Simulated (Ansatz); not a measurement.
# YSe4: the cost of one run

Computed with Ansatz 0.2.0 (DFT PBE, scalar-relativistic, plane waves, PAW, unless a step's input says otherwise).

## (1) The starting structure

Symmetry: P-43m, No. 215, cubic system. The conventional cell has a = 5.516 Å, b = 5.516 Å, c = 5.516 Å, α = 90.00°, β = 90.00°, γ = 90.00°. Around Y (site symmetry -43m) lie 4 Se at 2.33 Å. Around Se (site symmetry 3m) lie 1 Y at 2.33 Å.

Structure file:

```xyz
5
Lattice="5.5162 0.0000 0.0000 0.0000 5.5162 0.0000 0.0000 0.0000 5.5162" Properties=species:S:1:pos:R:3 pbc="T T T"
Y     0.0000    0.0000    0.0000
Se    1.3447    4.1714    4.1714
Se    4.1714    1.3447    4.1714
Se    4.1714    4.1714    1.3447
Se    1.3447    1.3447    1.3447
```

A structure generator made this guess: species swapped into a database cell of SnI4 (P-43m, No. 215), with Y on the Sn sites and Se on the I sites. The dimensions are guesses.

## (2) Probe: one point on a coarse mesh

Contents of input.yaml:

```yaml
crystal:
  lattice:
    - [5.51618276, 0.0, 0.0]
    - [0.0, 5.51618276, 0.0]
    - [0.0, 0.0, 5.51618276]
  atoms:
    - { symbol: "Y", position: [0.0, 0.0, 0.0] }
    - { symbol: Se, position: [0.24378108, 0.75621892, 0.75621892] }
    - { symbol: Se, position: [0.75621892, 0.24378108, 0.75621892] }
    - { symbol: Se, position: [0.75621892, 0.75621892, 0.24378108] }
    - { symbol: Se, position: [0.24378108, 0.24378108, 0.24378108] }
basis:
  ecutwfc: 420
kpoints:
  mp_grid: { grid: [4, 4, 4] }
hamiltonian:
  xc: pbe
scf:
  occupations: { method: gaussian, width: 0.1 }
  lower_state_search: "off"
output:
  forces: true
  stress: true
  eigenvalues: true
```

On the command line:

```bash
ansatz run input.yaml --threads 1 --pin off --max-ram 2048MiB --backend cpu --events-out ev --progress --plain --runs-dir out
```

What time and memory should one allow on 1 thread of Arm Neoverse V1, shared host?

About 6.5 s, with a peak of 0.37 GiB.
